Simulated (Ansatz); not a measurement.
# The chromium atom (septet): from Hartree-Fock to the top rungs, def2-SVPD

How much of the correlation energy of the chromium atom (septet) does each wave-function method recover here?

Program: Ansatz 0.2.0, Gaussian basis. Level of theory: def2-SVPD, core rule «outside noble gas», up to 9 orbitals frozen. These are calculated values, not measurements.

The runs, in order: CCSD(T) on UHF; CISD; CCSDT(Q) on ROHF; CCSDT(Q) on UHF; CISDTQ; CCSDTQ on ROHF; CCSDTQ on UHF; CASSCF and MRCISD+Q, 6 electrons in 6 orbitals; CASSCF and MRCISD+Q(relaxed), 6 electrons in 6 orbitals; CASSCF and NEVPT4(SD), 6 electrons in 6 orbitals; CASSCF and NEVPT2, 6 electrons in 6 orbitals; Full CI.

2 further runs of the same task are left out: 2 that didn't finish.

## 1. The atom

A free atom, in its lowest state of this spin that the program finds.

1 atom, charge 0, spin multiplicity 7.

## 2. CCSD(T) on UHF

The input, in.yaml:

```yaml
crystal:
  periodic: [false, false, false]
  atoms:
    - {symbol: Cr, position_ang: [0.000000, 0.000000, 0.000000]}
basis:
  gaussian: {orbitals: def2-SVPD}
magnetization: {spin_polarized: true, initial_magnetization: 6}
correlation: {method: ccsd_t, electrons: outside_noble_gas}
```

Run with:

```console
ansatz run in.yaml --threads 1 --pin off --events-out ev --progress --plain --max-ram 7833MiB
```

After this run come: CISD; CCSDT(Q) on ROHF; CCSDT(Q) on UHF; CISDTQ; CCSDTQ on ROHF; CCSDTQ on UHF; CASSCF and MRCISD+Q, 6 electrons in 6 orbitals; CASSCF and MRCISD+Q(relaxed), 6 electrons in 6 orbitals; CASSCF and NEVPT4(SD), 6 electrons in 6 orbitals; CASSCF and NEVPT2, 6 electrons in 6 orbitals; Full CI.

Q: Predict the results of all the runs planned. Wanted: FCI below the UHF energy; UMP2 from FCI; UCCSD(T) from FCI; UCCSDT(Q) from FCI; NEVPT2 valence from FCI; NEVPT4(SD) valence from FCI; MRCISD+Q valence from FCI; effectively unpaired electrons.

As calculated:

```
                         quantity                                                                                     value
         FCI below the UHF energy                                                                                -1.6758 eV
                    UMP2 from FCI                                                                              +17.9 kJ/mol
                UCCSD(T) from FCI                                                                               +0.2 kJ/mol
               UCCSDT(Q) from FCI                                                                               -0.2 kJ/mol
          NEVPT2 valence from FCI                                                                              +47.0 kJ/mol
      NEVPT4(SD) valence from FCI                                                                               +7.6 kJ/mol
        MRCISD+Q valence from FCI                                                                               +2.3 kJ/mol
levels within 1 kcal/mol (43 meV)  UCCSD, UCCSD(T), UCCSDT, UCCSDT(Q), UCCSDTQ, MRCISD+Q valence, MRCISD+Q(relaxed) valence
   effectively unpaired electrons                                                                                      6.00
```

In words: UCCSD(T) misses by +0.2 kJ/mol, 0.1 % of the correlation energy. UCCSDT falls below full CI: unrestricted runs freeze a spin-polarised core, another one than full CI's, and coupled cluster isn't variational. One determinant dominates. Of the multireference levels listed MRCISD+Q valence comes nearest in total energy (+2.3 kJ/mol), which doesn't show that its space is the better one. These misses are within one basis, not against nature; the frozen cores of restricted and unrestricted runs differ, which can shift their rows.
